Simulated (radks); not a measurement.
# Exchange and kinetic functionals tested on atomic densities: As¹⁸⁺, Sr²⁺, N⁶⁺, Te⁴⁺, In⁺, Lu⁺

The task here is to estimate one member of a computed series from the others.

The numbers are computed with radks (a radial shooting solver on a logarithmic mesh, Libxc functionals) version 1 (non-relativistic Kohn-Sham, PBE, spin-polarised, spherical densities, point nucleus; open shells are filled with parallel spins first), except any that are marked as measured or tabulated.

### The atom as given

```
species : As¹⁸⁺ ([Ne] 3s2 3p3), Sr²⁺ ([Kr]), N⁶⁺ (1s1), Te⁴⁺ ([Kr] 4d10 5s2), In⁺ ([Kr] 4d10 5s2), Lu⁺ ([Xe] 4f14 6s2)
```

The first run:

The run's settings:

```text
Z 33
configuration [Ne] 3s2 3p3
relativity non-relativistic
functional pbe,pbe
spin polarised
nucleus point
```

Among the steps run: As¹⁸⁺, [Ne] 3s2 3p3.

One of the session's tables, all rows but one given; the rest of the session is left out.

Radial moments (bohr):

```
  level     <r>  outermost maximum (interpolated)  90 % within  nodes
  2s up  0.2046                             0.173        0.315      1
2s down  0.2044                             0.173        0.315      1
  2p up       ?                                 ?            ?      ?
2p down  0.1767                             0.137        0.287      0
  3s up  0.5202                             0.486        0.755      2
3s down  0.5222                             0.486        0.759      2
  3p up  0.5071                             0.469        0.750      1
3p down  0.5090                             0.469        0.755      1
```

Estimate the missing values for 2p up.

**Answer.** <r>: 0.1768; outermost maximum (interpolated): 0.137; 90 % within: 0.287; nodes: 0. In the column «<r>» it lies between 2p down (0.1767) and 2s down (0.2044).
